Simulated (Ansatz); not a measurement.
# Pt: the cost of one run

Program: the Python package of Ansatz 0.2.0. Level of theory: DFT PBEsol, plane waves, PAW. These are calculated values, not measurements.

### Step 1. Starting point

The structure is cubic, space group Fm-3m (No. 225). The conventional cell has a = 3.922 Å, b = 3.922 Å, c = 3.922 Å, α = 90.00°, β = 90.00°, γ = 90.00°. Pt (site symmetry m-3m) is surrounded by 12 Pt at 2.77 Å.

No structure file is read: the coordinates are typed or built in the script.

### Step 2. The script

Input file slab.py:

```python
import ansatz as az
from ase import Atoms
from ase.build import surface
from ase.constraints import FixAtoms
import numpy as np

SETTINGS = {
    'cutoff': 470,
    'xc': 'pbesol',
    'occupations': 'cold',
    'smearing_width': 0.15,
}


def main() -> None:
    atoms = Atoms(
        ['Pt'],
        scaled_positions=[
            (0.0, 0.0, 0.0),
        ],
        cell=[
            (0.0, 1.9609, 1.9609),
            (1.9609, 0.0, 1.9609),
            (1.9609, 1.9609, 0.0),
        ],
        pbc=True,
    )
    slab = surface(atoms, (1, 1, 0), 5, vacuum=8.0)
    slab.pbc = True

    print(slab.get_chemical_formula(), 'area {:.3f} A^2, cell height {:.2f} A'.format(np.linalg.norm(np.cross(slab.cell[0], slab.cell[1])), slab.cell[2, 2]))
    slab.set_constraint(FixAtoms(mask=slab.positions[:, 2] < slab.positions[:, 2].mean()))


    def prepared(structure):
        return (
            az.Crystal.from_ase(structure).calculation()
            .basis(SETTINGS['cutoff'])
            .functional(SETTINGS['xc'])
            .occupations(SETTINGS['occupations'], width=SETTINGS['smearing_width'])
        )


    job = (
        prepared(slab)
        .kpoints(7, 7, 1)
        .electric_field(axis=3, dipole_correction=True)
        .relax(force_tolerance=0.03, max_steps=30)
    )
    outcome = job.run(threads=1)
    summary = outcome.report

    print(f'slab free energy {summary["free_energy_ev"]:.4f} eV, Fermi level {summary["fermi_energy_ev"]:.3f} eV')
    face = summary['work_function']
    print('work function (eV), upper and lower face:', *(round(face[k], 3) for k in ('phi_plus_ev', 'phi_minus_ev') if face.get(k) is not None))
    print(f'dipole {face["dipole_moment_e_ang"]:+.4f} e A')

    bulk = prepared(atoms).kpoints(11, 11, 11).run(threads=1).report
    excess = summary['free_energy_ev'] - bulk['free_energy_ev'] * len(slab) / len(atoms)
    area = np.linalg.norm(np.cross(slab.cell[0], slab.cell[1]))
    print(f'mean surface energy {excess / (2 * area) * 16.02177:.3f} J/m^2 ({1000 * excess / (2 * area):.1f} meV/A^2)')

    print('atom   z before  z after (A)')
    for atom, site in zip(slab, outcome.lattice.sites):
        print(f'{atom.symbol:3s} {atom.z:9.3f} {site.position_ang[2]:9.3f}')


if __name__ == '__main__':
    main()
```

### Step 3. What the engine is handed

The package turns the script's settings into the engine's input (first run):

```yaml
crystal:
  lattice:
    - [2.773131374457402, 0.0, 0.0]
    - [0.0, 2.773131374457402, 0.0]
    - [0.0, 0.0, 23.843600000000002]
  atoms:
    - { symbol: Pt, position: [0.0, 0.0, 0.3355198040564344] }
    - { symbol: Pt, position: [0.49999999999999994, 0.5000000000000001, 0.4177599020282172] }
    - { symbol: Pt, position: [0.9999999999999999, 2.220446049250313e-16, 0.5] }
    - { symbol: Pt, position: [0.4999999999999998, 0.5000000000000002, 0.5822400979717828] }
    - { symbol: Pt, position: [0.9999999999999996, 4.440892098500626e-16, 0.6644801959435656] }
basis:
  ecutwfc: 470.0
kpoints:
  mp_grid:
    grid: [7, 7, 1]
hamiltonian:
  xc: pbesol
efield:
  axis: 3
  dipole_correction: true
scf:
  occupations:
    method: cold
    width: 0.15
relax:
  f_tol: 0.03
  max_steps: 30
  constraints:
    - { sites: [0, 1], fix: xyz }
```

### Step 4. Running it

Started as:

```
> python slab.py
```

What time and memory should one allow on 1 thread of AMD EPYC 7R43 (Zen 3), shared host?

About 36 s, with a peak of 0.55 GiB.
